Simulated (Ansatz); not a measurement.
**BeCo: how the settings move a relaxation**

Aim: see which settings change the result for BeCo, by how much, and at what cost.

Program: Ansatz 0.2.0. Level of theory: reference: DFT, LDA, PAW with Ansatz's default frozen-core files, scalar-relativistic. These are calculated values, not measurements.

## Step 1: The system as given

The structure is cubic, space group Pm-3m (No. 221). Conventional cell: a = 2.674 Å, b = 2.674 Å, c = 2.674 Å, α = 90.00°, β = 90.00°, γ = 90.00°. Be (site symmetry m-3m) is surrounded by 8 Co at 2.32 Å. Co (site symmetry m-3m) has 8 Be at 2.32 Å as nearest neighbours.

As a file:

```
CELL_PARAMETERS angstrom
2.67372 0.00000 0.00000
0.00000 2.67372 0.00000
0.00000 0.00000 2.67372
ATOMIC_POSITIONS crystal
Be 0.00000 0.00000 0.00000
Co 0.50000 0.50000 0.50000
```

## Step 2: Baseline

Input file input.yaml:

```yaml
crystal:
  lattice:
    - [2.6737183902, 0.0, 0.0]
    - [0.0, 2.6737183902, 0.0]
    - [0.0, 0.0, 2.6737183902]
  atoms:
    - { symbol: Be, position: [0.0, 0.0, 0.0] }
    - { symbol: Co, position: [0.5, 0.5, 0.5], spin: 2.0 }
magnetization:
  spin_polarized: true
kpoints:
  mp_grid: { grid: [13, 13, 13] }
scf:
  occupations: { method: fermi_dirac, width: 0.05 }
hamiltonian:
  xc: lda
  pseudopotentials: { kind: paw }
output:
  forces: true
  stress: true
  efg: { contact_densities: true }
relax:
  f_tol: 0.005
  max_steps: 80
  cell: {}
```

On the command line:

```sh
$ ansatz run input.yaml --threads 1 --pin off --max-ram 3072MiB --backend cpu --events-out ev --progress --plain --runs-dir out
```

## Step 3: Changing settings: hubbard.sites [{species: Co, l: d, u_eff: 4.0}], hubbard.double_counting fll

input.yaml, as its differences from that of step 2:

```diff
@@ -17,2 +17,3 @@
   pseudopotentials: { kind: paw }
+  hubbard: { sites: [{ species: Co, l: d, u_eff: 4.0 }], double_counting: fll }
 output:
```

**Question.** What will these runs give? Wanted: for each run, ending; energy change; pressure; abs. moment; force.

**Answer**, as computed:

```tsv
run	ending	energy change	pressure (GPa)	abs. moment (μB)	force (eV/Å)	cycles	time
reference	converged	0	0.0	0.38	0.00	73	29 s
1: hubbard.sites [{species: Co, l: d, u_eff: 4.0}], hubbard.double_counting fll	converged	+1.37 eV/atom (U changed: no physical gain or loss)	0.0	0.00	0.00	161	2.2 min
```

What this shows: Changing the Hubbard U moves the energy by +1.37 eV/atom, and the absolute moment goes from 0.38 to 0.00 μB and the final volume goes from 16.35 to 16.10 Å³. The U term adds an energy of its own, so the shift says nothing about which run is better. Cost: 161 SCF cycles against 73, 2.2 min against 29 s. A changed U is a change of model: its shifts are not errors of convergence.
